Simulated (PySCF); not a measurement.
# [TlI2]+: other functionals and bases at one geometry

The task here is to estimate one member of a computed series from the others.

Method: several levels, as the steps say, no spin–orbit coupling; program: PySCF 2.14.0.

3 further runs of the same task are left out: 2 for a known fault of the program, 1 that didn't finish.

## Starting geometry

3 atoms, charge 1, spin multiplicity 1.

Bond lengths: Tl1–I2 2.661 Å, Tl1–I3 2.661 Å. Angles: I2–Tl1–I3 180.0°.

Geometry (Å):

```xyz
3

Tl    0.00000    0.00000    0.00000
I     0.00000    0.00000    2.66070
I     0.00000    0.00000   -2.66070
```

Formal oxidation states: Tl +3. An earlier session relaxed this geometry at B3LYP, Tl def2-SVP with ECP60, I def2-SVP with ECP28 (singlet, point group D∞h).

At B3LYP on the finer grid: E = -767.957657 Eh, HOMO -12.56 eV, LUMO -9.50 eV, Mulliken charge on Tl1 +0.57 e, largest force component 0.007 eV/Å. 

Levels to run: TPSS; M06-L; HF; r2SCAN; B3LYP, TZVP; B3LYP, x2c-SVP. Hardware: 2 threads of Arm Neoverse V1, shared host.

Set-up of the first run:

run.py (the lines that set the calculation)

```python
mol = gto.M(atom='''
Tl     0.00000     0.00000     0.00000
I      0.00000     0.00000     2.66070
I      0.00000     0.00000    -2.66070''',
    basis={'Tl': 'def2-SVP', 'I': 'def2-SVP'},
    ecp={'Tl': 'def2-SVP', 'I': 'def2-SVP'},
    charge=1, spin=0)
mf = dft.RKS(mol, xc='TPSS')
mf.grids.atom_grid = (75, 302)
mf = mf.density_fit()  # fitting sets: Tl def2-universal-JKFIT, I def2-universal-JKFIT
mf.conv_tol = 1e-08; mf.max_cycle = 55
mf.kernel(dm0)  # dm0: the density of the relaxed state
```

Run with:

```console
$ OMP_NUM_THREADS=2 python run.py
```

Steps of the session up to this table: TPSS; M06-L; HF; r2SCAN; B3LYP, TZVP; B3LYP, x2c-SVP.

One of the session's tables, all rows but one given; the rest of the session is left out.

| level | HOMO (eV) | gap (eV) | charge on Tl1 (e) | largest force component (eV/Å) |
| --- | --- | --- | --- | --- |
| B3LYP (relaxed here) | -12.56 | 3.06 | 0.57 | 0.01 |
| TPSS | -11.81 | 1.85 | 0.59 | 0.09 |
| M06-L | -11.71 | 2.03 | 0.65 | 0.11 |
| HF | ? | ? | ? | ? |
| r2SCAN | -12.03 | 2.02 | 0.60 | 0.27 |
| B3LYP, TZVP | -12.53 | 3.18 | 0.76 | 0.34 |
| B3LYP, x2c-SVP | -12.52 | 3.05 | 0.68 | 0.21 |

Estimate the missing values for HF.

As computed: HOMO (eV): -15.28; gap (eV): 9.12; charge on Tl1 (e): 0.76; largest force component (eV/Å): 0.37. In the column «HOMO (eV)» it is the lowest.

In one basis the HOMO–LUMO gap runs from 1.85 eV (TPSS) to 9.12 eV (HF). The largest leftover force, 0.37 eV/Å with HF, stands at a geometry relaxed at another level. Total energies of different levels can't be compared.
